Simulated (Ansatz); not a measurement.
## two structures of Cs: a comparison of enthalpies under pressure, step by step

Computed with Ansatz 0.2.0, Python API.

Interactive session:
```pycon
>>> import warnings
>>> import ansatz
>>> import numpy as np
>>> MAX_ITERATIONS = 60
>>> ECUT = 630
>>> XC = "lda"
>>> K_SPACING = 0.3
>>> OCCUPATIONS = "gaussian"
>>> SMEARING_WIDTH = 0.05
>>> def bcc(A, a):
...     return (
...         ansatz.Lattice.bcc(a)
...         .space_group(229)
...         .atom(A, (0, 0, 0))
...         .primitive()
...     )
...
>>> def diamond(first, a):
...     return (
...         ansatz.Lattice.fcc(a)
...         .space_group(227, origin_choice=1)
...         .atom(first, (0, 0, 0))
...         .primitive()
...     )
...
>>> def run_phase(name, crystal, pressure=0.0):
...     calc = (
...         crystal.calculation()
...         .scf(max_iterations=MAX_ITERATIONS, lower_state_search="light")
...         .basis(ECUT, xc_grid=3)
...         .accuracy("low")
...         .eigensolver("davidson", mixed_precision=False)
...         .functional(XC)
...         .kpoints(spacing=K_SPACING)
...         .occupations(OCCUPATIONS, width=SMEARING_WIDTH)
...     )
...     calc = calc.relax(force_tolerance=0.02, cell=True, pressure=pressure)
...     return calc.run(threads=1, pin="off")
...
>>> def volume_per_atom(outcome):
...     return abs(np.linalg.det(outcome.lattice.cell_ang)) / len(outcome.lattice.sites)
...
>>> warnings.simplefilter("ignore", ansatz.DeckWarning)
>>> phases = {}
>>> phases["bcc"] = bcc("Cs", 6.07)
>>> phases["diamond"] = diamond("Cs", 10.51)
>>> # enthalpy per atom at each pressure
>>> pressures = [0, 15, 30, 45]
>>> enthalpy, volume = {name: [] for name in phases}, {name: [] for name in phases}
>>> for p in pressures:
...     for name, crystal in phases.items():
...         o = run_phase(name, crystal, pressure=p)
...         volume[name].append(volume_per_atom(o))
...         enthalpy[name].append(o.report["energy_sigma0_ev"] / len(o.lattice.sites) + p * volume[name][-1] / 160.21766)
...
>>> gap = np.array(enthalpy["diamond"]) - np.array(enthalpy["bcc"])
>>> rows = [(p, va, vb, 1000 * d) for p, va, vb, d in zip(pressures, volume["bcc"], volume["diamond"], gap)]
>>> print("| P (GPa) | V bcc (A^3/atom) | V diamond (A^3/atom) | H(diamond) - H(bcc) (meV/atom) |")
| P (GPa) | V bcc (A^3/atom) | V diamond (A^3/atom) | H(diamond) - H(bcc) (meV/atom) |
>>> print("| --- | --- | --- | --- |")
| --- | --- | --- | --- |
>>> for row in rows:
...     print(f"| {row[0]:d} | {row[1]:.3f} | {row[2]:.3f} | {row[3]:+.1f} |")
...
| 0 | 95.180 | 145.117 | +293.3 |
| 15 | 28.522 | 40.513 | +1327.4 |
| 30 | 24.324 | 34.267 | +2361.7 |
| 45 | 22.218 | 30.803 | +3221.4 |
>>> crossings = [p0 - g0 * (p1 - p0) / (g1 - g0) for p0, p1, g0, g1 in zip(pressures, pressures[1:], gap, gap[1:]) if g0 * g1 < 0]
>>> print("crossing near", [round(float(p), 1) for p in crossings], "GPa") if crossings else print("no crossing in this range")
no crossing in this range
```

What to keep in mind:
- The settings weren't tested for convergence.
- At a fixed pressure a relaxation lowers the enthalpy F + PV, while F alone can rise.
- Only these two structures are compared, at zero temperature and with their symmetry kept; either may be hypothetical, and another phase may be lower than both. Differences under about 40 meV an atom lie within the error of mesh and functional.
- The cells are prototypes set up for this calculation and needn't exist.
- Hardware and time: 2.6 min on 1 thread of Arm Neoverse V2, on a shared host, peak memory 0.71 GiB.
